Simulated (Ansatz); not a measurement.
BiTe (Tsumoite) in Ansatz: the effect of functional

The system is BiTe (Tsumoite).

```
Bi Te
1.0
     4.42300    0.00000    0.00000
    -2.21150    3.83043    0.00000
     0.00000    0.00000   24.00200
Bi Te
6 6
Direct
  0.33333 0.66667 0.54250
  0.66667 0.33333 0.45750
  0.66667 0.33333 0.70920
  0.33333 0.66667 0.29080
  0.00000 0.00000 0.87580
  0.00000 0.00000 0.12420
  0.00000 0.00000 0.63130
  0.00000 0.00000 0.36870
  0.33333 0.66667 0.78510
  0.66667 0.33333 0.21490
  0.66667 0.33333 0.94480
  0.33333 0.66667 0.05520
```

Alike in all runs:

- Program: Ansatz 0.2.0
- Task: band structure
- Potentials or basis: all-electron LAPW, scalar-relativistic
- Cutoff: 192 eV (chosen from the basis error)
- Basis error allowed: 0.002 eV/atom
- k mesh: 7 × 7 × 2
- Occupations: fermi-dirac, width 0.05 eV
- Spin: no spin polarisation

```tsv
functional	pressure (GPa)	largest force (eV/Å)
PBEsol	-0.8	1.37
LDA	-1.9	1.40
PBE	?	?
```

**Question.** What does the run with functional PBE give?

**Answer.** Pressure 1.7 GPa; largest force 1.39 eV/Å.

Caveats: forces of over 1 eV/Å show positions far from the minimum, so gaps and moduli don't describe the material at rest.
